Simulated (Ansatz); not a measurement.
# CH₆AlFO₂Si: a ladder of functionals and wavefunction methods

The task here is to estimate one member of a computed series from the others.

Method: functionals in def2-TZVPP, the program's frozen cores in correlated methods; program: Ansatz 0.2.0, Gaussian basis.

Plan: PBE-D4, r2SCAN-D4, PBE0-D4, B3LYP-D4, ωB97X-V, ωB97M-V, B2PLYP; CCSD(T)/def2-TZVPP; MP2/def2-QZVPP; extrapolation to the limit.

## The relaxed structure

An earlier PBE0-D4 in a triple-zeta def2 set relaxation fixed the geometry.

12 atoms, charge 0, spin multiplicity 1.

Atoms are counted from 1 here; the program's logs count them from 0.

Bond lengths: O1–Al2 1.693 Å, O1–H7 0.956 Å, Al2–C3 1.982 Å, Al2–H8 1.579 Å, C3–O4 1.437 Å, C3–H9 1.097 Å, C3–H10 1.098 Å, O4–Si5 1.621 Å, Si5–F6 1.596 Å, Si5–H11 1.475 Å, Si5–H12 1.487 Å. Angles: Al2–O1–H7 123.5°, O1–Al2–C3 119.8°, O1–Al2–H8 117.3°, C3–Al2–H8 122.9°, Al2–C3–O4 113.1°, Al2–C3–H9 108.9°, Al2–C3–H10 112.6°, O4–C3–H9 106.6°, O4–C3–H10 110.6°, H9–C3–H10 104.5°, C3–O4–Si5 123.2°, O4–Si5–F6 111.2°, O4–Si5–H11 107.2°, O4–Si5–H12 110.4°, F6–Si5–H11 108.7°, F6–Si5–H12 105.5°, H11–Si5–H12 113.8°.

Coordinates:

```xyz
12
CH6AlFO2Si
O    -0.50106   -2.07468   -1.34852
Al    0.90312   -1.61138   -0.52309
C     0.79876   -0.24163    0.90543
O    -0.49210    0.38399    0.99316
Si   -0.94542    1.62093    0.04881
F    -0.09933    2.93555    0.37206
H    -1.36631   -1.71494   -1.16023
H     2.24644   -2.34577   -0.90909
H     0.97942   -0.72431    1.87410
H     1.59029    0.51538    0.82371
H    -2.36640    1.89049    0.33709
H    -0.67050    1.31115   -1.37921
```

The first run:

in.yaml

```yaml
crystal:
  periodic: [false, false, false]
  atoms:
    - {symbol: O, position_ang: [-0.501060, -2.074678, -1.348520]}
    - {symbol: Al, position_ang: [0.903121, -1.611376, -0.523095]}
    - {symbol: C, position_ang: [0.798759, -0.241633, 0.905425]}
    - {symbol: O, position_ang: [-0.492095, 0.383992, 0.993161]}
    - {symbol: Si, position_ang: [-0.945425, 1.620927, 0.048809]}
    - {symbol: F, position_ang: [-0.099334, 2.935552, 0.372063]}
    - {symbol: H, position_ang: [-1.366309, -1.714937, -1.160228]}
    - {symbol: H, position_ang: [2.246438, -2.345768, -0.909089]}
    - {symbol: H, position_ang: [0.979424, -0.724308, 1.874095]}
    - {symbol: H, position_ang: [1.590291, 0.515385, 0.823705]}
    - {symbol: H, position_ang: [-2.366404, 1.890490, 0.337087]}
    - {symbol: H, position_ang: [-0.670503, 1.311153, -1.379212]}
basis:
  gaussian: {orbitals: def2-TZVPP}
hamiltonian: {xc: pbe, dispersion: d4}
output: {forces: true, orbitals: {seedname: orbitals}}
```

Command:

```
ansatz run in.yaml --threads 2 --pin off --events-out ev --progress --plain --max-ram 20480MiB --backend cuda --devices 0, --max-vram 18GiB
```

Steps of the session up to this table: PBE-D4 (GGA); r2SCAN-D4 (meta-GGA); PBE0-D4 (hybrid); B3LYP-D4 (hybrid); ωB97X-V (range-separated); ωB97M-V (range-separated); B2PLYP (double hybrid); CCSD(T) in def2-TZVPP; MP2 in def2-QZVPP.

One table of the session follows, with a row left open; its other results are not shown here.

It belongs to the step «Atomisation energies». 

| method | atomisation energy (kJ/mol) |
| --- | --- |
| PBE-D4 | 4438.3 |
| r2SCAN-D4 | 4413.4 |
| PBE0-D4 | 4350.1 |
| B3LYP-D4 | 4387.4 |
| ωB97X-V | 4421.0 |
| ωB97M-V | 4418.8 |
| B2PLYP | ? |
| HF/def2-TZVPP | 3202.3 |
| MP2/def2-TZVPP | 4402.9 |
| CCSD/def2-TZVPP | 4236.7 |
| CCSD(T)/def2-TZVPP | 4299.1 |
| MP2/CBS | 4533.8 |
| CCSD(T)/CBS | 4430.0 |

Estimate the missing values for B2PLYP.

As computed: atomisation energy (kJ/mol): 4356.8. In the column «atomisation energy (kJ/mol)» it lies between PBE0-D4 (4350.1) and B3LYP-D4 (4387.4).

Caveats from the session: Free atoms (2 O, 1 Al, 1 C, 1 Si, 1 F, 6 H) were run apart at each level; the atomisation energy is their sum less the molecule, without zero-point or spin-orbit terms.
